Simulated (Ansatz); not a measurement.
# Te2Mo: the cost of one run

Method: DFT PBE+D3(BJ), scalar-relativistic, plane waves, PAW, in Ansatz 0.2.0.

## 1. The system as given

Symmetry: P6_3/mmc, No. 194, hexagonal system. The conventional cell has a = 3.518 Å, b = 3.518 Å, c = 13.974 Å, α = 90.00°, β = 90.00°, γ = 120.00°. Te (site symmetry 3m) is surrounded by 3 Mo at 2.72 Å. Mo (site symmetry -6m2) has 6 Te at 2.72 Å as nearest neighbours.

Coordinates:

```xyz
6
Lattice="3.5182 0.0000 0.0000 -1.7591 3.0469 0.0000 0.0000 0.0000 13.9736" Properties=species:S:1:pos:R:3 pbc="T T T"
Te    0.0000    2.0312    8.6776
Te    1.7591    1.0156    1.6908
Te    0.0000    2.0312   12.2828
Te    1.7591    1.0156    5.2960
Mo    0.0000    2.0312    3.4934
Mo    1.7591    1.0156   10.4802
```

The structure rests on an entry of the Crystallography Open Database; cell or positions may have been set otherwise for this series.

## 2. Relaxing cell and atoms: Te2Mo, no spin

Input file input.yaml:

```yaml
crystal:
  lattice:
    - [3.5182, 0.0, 0.0]
    - [-1.7591, 3.0468505756, 0.0]
    - [0.0, 0.0, 13.9736]
  atoms:
    - { symbol: Te, position: [0.3333333333, 0.6666666667, 0.621] }
    - { symbol: Te, position: [0.6666666667, 0.3333333333, 0.121] }
    - { symbol: Te, position: [0.3333333333, 0.6666666667, 0.879] }
    - { symbol: Te, position: [0.6666666667, 0.3333333333, 0.379] }
    - { symbol: Mo, position: [0.3333333333, 0.6666666667, 0.25] }
    - { symbol: Mo, position: [0.6666666667, 0.3333333333, 0.75] }
scf:
  occupations: { method: fixed }
output:
  forces: true
  stress: true
  eigenvalues: true
  write_density: true
  write_potential: true
  elf: true
  volumetric_format: npy
kpoints:
  mp_grid: { grid: [12, 12, 4] }
hamiltonian:
  xc: pbe
  dispersion: d3bj
relax:
  f_tol: 0.001
  max_steps: 90
  cell: { stress_tol: 0.01 }
```

Run with:

```bash
$ ansatz run input.yaml --threads 8 --pin off --max-ram 12288MiB --backend cpu --events-out ev --progress --plain --runs-dir out
```

Q: Estimate wall time and peak memory on 8 threads of Arm Neoverse N1, shared host.

About 49 s, with a peak of 0.9 GiB.
